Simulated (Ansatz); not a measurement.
# CH6SSi2 (SMILES C[SiH]1[SiH2]S1): levels of theory compared

Wanted: a comparison of 6 runs (HF/STO-3G, HF/3-21G, B3LYP/6-31G*, PBE0/def2-SVP, MP2/aug-cc-pVDZ) of CH6SSi2. 

The calculation is run with Ansatz 0.2.0.

6 further runs of the same task are left out: 3 that didn't finish, 3 set aside as unsound or not needed.

**1. The structure to begin with**

The species is CH6SSi2 (10 atoms), meant as a singlet with charge 0. As SMILES, `C[SiH]1[SiH2]S1`. The shape is that of a PBE0-D4/def2-TZVP optimisation.

Bond lengths: C1–Si2 1.863 Å, Si2–Si3 2.246 Å, Si2–S4 2.154 Å, Si3–S4 2.156 Å, C1–H5 1.091 Å, C1–H6 1.093 Å, C1–H7 1.093 Å, Si2–H8 1.484 Å, Si3–H9 1.483 Å, Si3–H10 1.484 Å. Some angles: C1–Si2–Si3 124.2°, C1–Si2–S4 116.5°, Si3–Si2–S4 58.6°, Si2–Si3–S4 58.6°, Si2–S4–Si3 62.8°, C1–Si2–H8 112.2°, Si3–Si2–H8 119.9°, S4–Si2–H8 113.5°, Si2–C1–H5 110.6°, Si2–C1–H6 110.3°.

**2. Energy and gradient at HF/STO-3G (run 1)**

Input file run.yaml:

```yaml
crystal:
  periodic: [false, false, false]
  atoms:
    - {symbol: C, position_ang: [-1.338900, 0.779600, -0.768600]}
    - {symbol: Si, position_ang: [-0.420200, -0.492300, 0.235000]}
    - {symbol: Si, position_ang: [1.740100, -0.316300, 0.822400]}
    - {symbol: S, position_ang: [1.114600, -1.600900, -0.791700]}
    - {symbol: H, position_ang: [-0.641000, 1.400600, -1.332000]}
    - {symbol: H, position_ang: [-1.933200, 1.422000, -0.113800]}
    - {symbol: H, position_ang: [-2.015100, 0.289100, -1.473100]}
    - {symbol: H, position_ang: [-1.336300, -1.346400, 1.031600]}
    - {symbol: H, position_ang: [2.330900, -1.018700, 1.986900]}
    - {symbol: H, position_ang: [2.582200, 0.832000, 0.406300]}
basis:
  gaussian:
    orbitals: STO-3G
hamiltonian:
  xc: hf
accuracy: high
output:
  forces: true
  orbitals: {seedname: orbitals}
```

Run with:

```
$ ansatz run run.yaml --threads 1 --pin off --max-ram 2610MiB --events-out events.jsonl --progress --plain --runs-dir runs
```

The log of the run, shortened:

```text
Warning: RAYON_NUM_THREADS=1 ignored (pool sized by the plan → 1); use --threads N
Functional definition: HF
  name "HF"
[...]
792 factors; integrals over basis functions are off by at most 2.0e-8 eV
[...]
mean field -27355.39990744 eV, -1005.2924044424 hartree, gradient 4.8e-8 eV, S^2 0.000000; 0 other end points of the search recorded, 0 dependent functions left out
[...]
reference -27355.39990744 eV, -1005.2924044424 hartree; 28, 28 occupied and 10, 10 virtual orbitals, 792 factors
Total energy: -27355.39990744 eV, -1005.2924044424 hartree
Atom 0 at    -1.338900     0.779600    -0.768600 Å, force    -0.122684     0.139070     0.071084 eV/Å
Atom 1 at    -0.420200    -0.492300     0.235000 Å, force     1.173914    -1.471375     0.779278 eV/Å
Atom 2 at     1.740100    -0.316300     0.822400 Å, force    -0.076845    -0.211493    -0.379642 eV/Å
Atom 3 at     1.114600    -1.600900    -0.791700 Å, force    -0.326823     0.872686     0.940385 eV/Å
Atom 4 at    -0.641000     1.400600    -1.332000 Å, force    -0.382893    -0.141644     0.150977 eV/Å
Atom 5 at    -1.933200     1.422000    -0.113800 Å, force     0.209299    -0.159232    -0.403347 eV/Å
Atom 6 at    -2.015100     0.289100    -1.473100 Å, force     0.249213     0.306102     0.243298 eV/Å
Atom 7 at    -1.336300    -1.346400     1.031600 Å, force     0.935858     1.009478    -0.773887 eV/Å
Atom 8 at     2.330900    -1.018700     1.986900 Å, force    -0.706751     0.825259    -1.151227 eV/Å
Atom 9 at     2.582200     0.832000     0.406300 Å, force    -0.952289    -1.168850     0.523082 eV/Å
Dipole moment:    -0.164357     0.318036     0.293553 e Å
```

It took 3.9 s on 1 thread of Intel Xeon at 2.50GHz (Skylake/Cascade Lake), shared host.

**3. Energy and forces at HF/3-21G (run 2)**

Input file molecule.yaml:

```yaml
crystal:
  periodic: [false, false, false]
  atoms:
    - {symbol: C, position_ang: [-1.338900, 0.779600, -0.768600]}
    - {symbol: Si, position_ang: [-0.420200, -0.492300, 0.235000]}
    - {symbol: Si, position_ang: [1.740100, -0.316300, 0.822400]}
    - {symbol: S, position_ang: [1.114600, -1.600900, -0.791700]}
    - {symbol: H, position_ang: [-0.641000, 1.400600, -1.332000]}
    - {symbol: H, position_ang: [-1.933200, 1.422000, -0.113800]}
    - {symbol: H, position_ang: [-2.015100, 0.289100, -1.473100]}
    - {symbol: H, position_ang: [-1.336300, -1.346400, 1.031600]}
    - {symbol: H, position_ang: [2.330900, -1.018700, 1.986900]}
    - {symbol: H, position_ang: [2.582200, 0.832000, 0.406300]}
basis:
  gaussian:
    orbitals: 3-21G.json
hamiltonian:
  xc: hf
accuracy: high
output: {forces: true, orbitals: {seedname: orbitals}}
```

The basis set 3-21G is read from a file made from the Basis Set Exchange's data (not shown).

Run with:

```
$ ansatz run molecule.yaml --threads 1 --pin off --max-ram 2610MiB --events-out events.jsonl --progress --plain --runs-dir runs
```

The log of the run, shortened:

```text
Warning: RAYON_NUM_THREADS=1 ignored (pool sized by the plan → 1); use --threads N
[... 2 set-up lines as earlier in the session ...]
[...]
1418 factors; integrals over basis functions are off by at most 9.4e-9 eV
[...]
mean field -27524.20143208 eV, -1011.4957460550 hartree, gradient 2.9e-8 eV, S^2 0.000000; 0 other end points of the search recorded, 0 dependent functions left out
[...]
reference -27524.20143208 eV, -1011.4957460550 hartree; 28, 28 occupied and 32, 32 virtual orbitals, 1418 factors
Total energy: -27524.20143208 eV, -1011.4957460550 hartree
Atom 0 at    -1.338900     0.779600    -0.768600 Å, force    -0.343629     0.693220    -0.473706 eV/Å
Atom 1 at    -0.420200    -0.492300     0.235000 Å, force    -1.926325     0.209009     1.127306 eV/Å
Atom 2 at     1.740100    -0.316300     0.822400 Å, force     1.565050     1.246502     1.702931 eV/Å
Atom 3 at     1.114600    -1.600900    -0.791700 Å, force     0.783809    -2.125667    -2.354396 eV/Å
Atom 4 at    -0.641000     1.400600    -1.332000 Å, force    -0.242483    -0.098663     0.094333 eV/Å
Atom 5 at    -1.933200     1.422000    -0.113800 Å, force     0.137212    -0.121137    -0.202182 eV/Å
Atom 6 at    -2.015100     0.289100    -1.473100 Å, force     0.168642     0.161615     0.154951 eV/Å
Atom 7 at    -1.336300    -1.346400     1.031600 Å, force     0.160153     0.047931     0.017273 eV/Å
Atom 8 at     2.330900    -1.018700     1.986900 Å, force    -0.151530     0.041288    -0.066942 eV/Å
Atom 9 at     2.582200     0.832000     0.406300 Å, force    -0.150899    -0.054097     0.000431 eV/Å
Dipole moment:    -0.332889     0.586911     0.411933 e Å
```

Wall time 5.1 s (1 thread of Intel Xeon at 2.50GHz (Skylake/Cascade Lake), shared host).

Runs 3 to 5 aren't shown in full; the table further down has their settings and results.

**4. Energy and gradient at MP2/aug-cc-pVDZ (run 6)**

Input file job.yaml:

```yaml
crystal:
  periodic: [false, false, false]
  atoms:
    - {symbol: C, position_ang: [-1.338900, 0.779600, -0.768600]}
    - {symbol: Si, position_ang: [-0.420200, -0.492300, 0.235000]}
    - {symbol: Si, position_ang: [1.740100, -0.316300, 0.822400]}
    - {symbol: S, position_ang: [1.114600, -1.600900, -0.791700]}
    - {symbol: H, position_ang: [-0.641000, 1.400600, -1.332000]}
    - {symbol: H, position_ang: [-1.933200, 1.422000, -0.113800]}
    - {symbol: H, position_ang: [-2.015100, 0.289100, -1.473100]}
    - {symbol: H, position_ang: [-1.336300, -1.346400, 1.031600]}
    - {symbol: H, position_ang: [2.330900, -1.018700, 1.986900]}
    - {symbol: H, position_ang: [2.582200, 0.832000, 0.406300]}
basis:
  gaussian:
    orbitals: aug-cc-pVDZ
correlation:
  method: mp2
  electrons: outside_noble_gas
accuracy: high
output: {forces: true}
```

Run with:

```
$ ansatz run job.yaml --threads 1 --pin off --max-ram 2610MiB --events-out events.jsonl --progress --plain --runs-dir runs
```

The log of the run, shortened:

```text
Warning: RAYON_NUM_THREADS=1 ignored (pool sized by the plan → 1); use --threads N
[... 2 set-up lines as earlier in the session ...]
[...]
3146 factors; integrals over basis functions are off by at most 3.6e-9 eV
[...]
mean field -27668.44224193 eV, -1016.7964980473 hartree, gradient 2.8e-8 eV, S^2 0.000000; 0 other end points of the search recorded, 0 dependent functions left out
16 core orbitals not correlated: weight in the atoms' cores, before any rotation towards them, 1.000 or more for the frozen orbitals, at most 0.000 for the correlated occupied ones
reference -27668.44224193 eV, -1016.7964980473 hartree; 12, 12 occupied and 130, 130 virtual orbitals, 3146 factors
second order -13.40762730 eV of doubles, -0.00000000 eV of singles
[...]
Total energy: -27681.84986923 eV, -1017.2892192626 hartree
Atom 0 at    -1.338900     0.779600    -0.768600 Å, force    -0.029008     0.049422    -0.037226 eV/Å
Atom 1 at    -0.420200    -0.492300     0.235000 Å, force    -0.541725     0.047529     0.418245 eV/Å
Atom 2 at     1.740100    -0.316300     0.822400 Å, force     0.497056     0.437785     0.606693 eV/Å
Atom 3 at     1.114600    -1.600900    -0.791700 Å, force     0.252028    -0.753018    -0.839215 eV/Å
Atom 4 at    -0.641000     1.400600    -1.332000 Å, force     0.201001     0.198287    -0.181251 eV/Å
Atom 5 at    -1.933200     1.422000    -0.113800 Å, force    -0.180856     0.201479     0.191094 eV/Å
Atom 6 at    -2.015100     0.289100    -1.473100 Å, force    -0.202988    -0.139324    -0.221677 eV/Å
Atom 7 at    -1.336300    -1.346400     1.031600 Å, force    -0.038654    -0.052119     0.045687 eV/Å
Atom 8 at     2.330900    -1.018700     1.986900 Å, force     0.017428    -0.035358     0.044131 eV/Å
Atom 9 at     2.582200     0.832000     0.406300 Å, force     0.025718     0.045318    -0.026481 eV/Å
Dipole moment:    -0.228133     0.338194     0.142618 e Å
```

Run time: 87 s. Hardware: 1 thread of Intel Xeon at 2.50GHz (Skylake/Cascade Lake), shared host; peak memory 0.8 GiB.

**5. Overview of the runs**

```
run                               level  Cartesian functions  frozen core orbitals   energy (Eh)  dipole moment (D)  HOMO energy (eV)  LUMO energy (eV)  wall time
  1                           HF/STO-3G                   no                     –  -1005.292404               2.22             -5.98              8.68      3.9 s
  2                            HF/3-21G                   no                     –  -1011.495746               3.80             -9.46              2.85      5.1 s
  3  B3LYP/6-31G* (spherical functions)                   no                     –  -1018.921190               2.47             -6.79             -0.25       26 s
  4  B3LYP/6-31G* (Cartesian functions)                  yes                     –  -1018.928375               2.47             -6.79             -0.25       26 s
  5                       PBE0/def2-SVP                   no                     –  -1018.159422               2.18             -7.07              0.04       25 s
  6                     MP2/aug-cc-pVDZ                   no                    16  -1017.289219               2.08                 –                 –       87 s
```

**6. What came out**

| quantity | value |
| --- | --- |
| run 6: total energy | -1017.28922 Eh |
| run 6: dipole moment (correlated density) | 2.08 D |
| run 6: correlation energy (16 core orbitals frozen) | -492.7 mEh |
| run 6: largest force on an atom | 1.155 eV/Å |

**Reading.** The dipole moment (its size) runs from 2.08 D (MP2/aug-cc-pVDZ) to 3.80 D (HF/3-21G). The two ends differ in method and basis. Over runs 1, 2, 3, 4, 5 the HOMO–LUMO gap runs from 6.54 eV (B3LYP/6-31G*) to 14.65 eV (HF/STO-3G). Totals of different functionals can't be ranked against each other. In run 1 the basis is minimal, so the values are rough. All runs together took 2.9 min, the longest 87 s.
